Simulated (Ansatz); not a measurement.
# BGe (quartet): from Hartree-Fock to the top rungs at distance Ge1–B2 = 5.214 Å, cc-pVDZ

The task here is to estimate one member of a computed series from the others.

Computed with Ansatz 0.2.0, Gaussian basis. Level: cc-pVDZ, core rule «outside noble gas», up to 15 orbitals frozen.

The runs, in order: UHF; CCSD(T) on ROHF; CCSD(T) on UHF; BCCD(T) on ROHF; CISD; CCSDT(Q) on ROHF; CCSDT(Q) on UHF; CASSCF and MRCISD+Q, 5 electrons in 5 orbitals; CASSCF and NEVPT2, 5 electrons in 5 orbitals; CASSCF and MRCISD+Q, 7 electrons in 8 orbitals; CASSCF and MRCISD+Q(relaxed), 7 electrons in 8 orbitals; CASSCF and NEVPT2, 7 electrons in 8 orbitals; Full CI.

16 further runs of the same task are left out: 1 for a known fault of the program, 11 that didn't finish, 4 set aside as unsound or not needed.

### The system

The geometry derives from a PBE0/def2-TZVP stationary point (not a proven minimum). One bond is set to the value named and the two fragments are kept rigid. No spin-orbit coupling is included. The filled d shell of Ge may be among the frozen orbitals whatever the setting's name suggests; the logs give the count.

2 atoms, charge 0, spin multiplicity 4.

Atoms are counted from 1 here; the program's logs count them from 0.

No contacts short enough for the rule that draws bonds.

The first run:

Input file in.yaml:

```yaml
crystal:
  periodic: [false, false, false]
  atoms:
    - {symbol: Ge, position_ang: [0.000000, 0.000000, 0.000000]}
    - {symbol: B, position_ang: [0.000000, 0.000000, 5.214000]}
basis:
  gaussian: {orbitals: cc-pVDZ}
magnetization: {spin_polarized: true, initial_magnetization: 3}
hamiltonian: {xc: hf}
output: {orbitals: {seedname: orbitals}}
```

The run is started by

```
> ansatz run in.yaml --threads 1 --pin off --events-out ev --progress --plain --max-ram 2393MiB
```

Among the steps run: UHF; CCSD(T) on ROHF; CCSD(T) on UHF; BCCD(T) on ROHF; CISD; CCSDT(Q) on ROHF; CCSDT(Q) on UHF; CASSCF and MRCISD+Q, 5 electrons in 5 orbitals; CASSCF and NEVPT2, 5 electrons in 5 orbitals; CASSCF and MRCISD+Q, 7 electrons in 8 orbitals; CASSCF and MRCISD+Q(relaxed), 7 electrons in 8 orbitals; CASSCF and NEVPT2, 7 electrons in 8 orbitals; Full CI.

One of the session's tables, all rows but one given; the rest of the session is left out.

```
   method  from FCI (kJ/mol)
     ROHF             +325.4
      UHF                  ?
     RMP2             +107.7
     UMP2             +106.0
     CISD              +24.6
    RCCSD               +7.0
    UCCSD               +5.7
 RCCSD(T)               +2.6
 UCCSD(T)               +1.7
  BCCD(T)               +2.6
   RCCSDT               +0.8
   UCCSDT               -0.1
RCCSDT(Q)               +0.6
UCCSDT(Q)               -0.2
      FCI                  0
```

Q: Estimate the row for UHF from the others.

**Answer.** from FCI (kJ/mol): +307.7. In the column «from FCI (kJ/mol)» it lies between RMP2 (+107.7) and ROHF (+325.4).

Left out of the table: CASSCF pair, NEVPT2 pair, MRCISD pair, MRCISD+Q pair, CASSCF valence, NEVPT2 valence, MRCISD valence, MRCISD+Q valence (the active space lost an orbital or holds another state than full CI finds).

Caveats from the session: Left out of the table: MRCISD+Q(relaxed) valence (another determinant or state than the rows shown). UCCSDT(Q) falls below full CI: unrestricted runs freeze a spin-polarised core, another one than full CI's, and coupled cluster isn't variational. Levels on UHF freeze UHF's core orbitals, full CI those of ROHF, so the U rows can settle a little off it for that reason alone. Restricted and unrestricted rows rest on different reference determinants; where their highest levels disagree by more than a few hundredths of an eV, they describe different states and don't form one ladder. Warnings in the runs' records: passed over end.
